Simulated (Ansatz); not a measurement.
## CH2I, SMILES [CH2]I: a single point in a Gaussian basis

Run with Ansatz's Python interface.

Contents of `ch2i.xyz`:
```text
4

C    -0.04190   -0.19410   -0.15890
I     0.61760    1.07760    1.26680
H    -0.79900    0.23620   -0.93830
H     0.27880   -1.18000   -0.18990
```

The script, `run_energy.py`:
```python
# -*- coding: utf-8 -*-
"""Electronic structure of the CH2I molecule."""

from pathlib import Path
import warnings

import ansatz as az

BASIS = "def2-TZVP"


def main():
    warnings.simplefilter("ignore", az.DeckWarning)

    system = az.Crystal.molecule_from_extxyz("ch2i.xyz")

    setup = system.calculation()
    setup = setup.basis(gaussian=BASIS).functional(az.LibraryFunctional("PBE0-DH"))
    setup = setup.spin("collinear", total=1)
    setup = setup.orbitals()
    outcome = setup.run(threads=1, pin="off", runs_dir="out")
    report = outcome.report

    for key in ("converged", "free_energy_ev", "reference_energy_ev", "n_frozen", "n_occupied", "n_virtual"):
        print(f"{key:22s} {report[key]}")

    state = report["mean_field"]["state"]
    print(f"mean field: {state['energy']['hartree']:.7f} Ha, <S^2> = {abs(state['spin_squared']):.4f}, stability: {state.get('stability', {}).get('kind')}")

    lines = Path(report["orbitals_path"]).read_text().splitlines()
    field_of = lambda key: [line.split("=")[1].strip() for line in lines if line.startswith(key)]
    orbitals = [(27.211386 * float(e), s, float(n)) for e, s, n in zip(field_of("Ene="), field_of("Spin="), field_of("Occup="))]
    homo = max(e for e, _, n in orbitals if n > 0.5)
    lumo = min(e for e, _, n in orbitals if n < 0.5)
    for e, spin, n in sorted(orbitals):
        if homo - 6 < e < lumo + 5:
            print(f"{spin:6s} {e:10.3f} eV  occupation {n:.0f}")


if __name__ == "__main__":
    main()
```

```console
$ python run_energy.py
converged              True
free_energy_ev         -9166.8895571806
reference_energy_ev    -9164.317334066563
n_frozen               5
n_occupied             [12, 11]
n_virtual              [76, 77]
mean field: -336.7824502 Ha, <S^2> = 0.7608, stability: minimum
Alpha     -12.034 eV  occupation 1
Beta      -11.731 eV  occupation 1
Alpha     -10.569 eV  occupation 1
Beta       -9.076 eV  occupation 1
Alpha      -8.652 eV  occupation 1
Beta       -8.623 eV  occupation 1
Alpha      -7.371 eV  occupation 1
Beta       -0.732 eV  occupation 0
Alpha       0.333 eV  occupation 0
Beta        0.752 eV  occupation 0
Alpha       2.912 eV  occupation 0
Beta        3.073 eV  occupation 0
Alpha       3.645 eV  occupation 0
Beta        3.723 eV  occupation 0
```

Reading the output:
- The settings weren't tested for convergence.
- The geometry is a force-field or estimated start, not a minimum of this method, and the basis set is short of its limit.
- def2 sets replace the cores of elements past krypton by effective core potentials.
- The species is open-shell (spin multiplicity 2).
- Levels such as HOMO and LUMO are orbital energies: with these approximate functionals they aren't the ionisation energy and electron affinity, and their gap isn't the fundamental gap.
- For a double hybrid the total adds scaled second-order correlation to the self-consistent reference.
- It ran for 4.8 s on 1 thread of Arm Neoverse V2 (shared host), peak memory 0.23 GiB.

(A comment or docstring line of the script was reworded after the run, the code is as it ran; lines on the test bed's own set-up are left out of the output.)
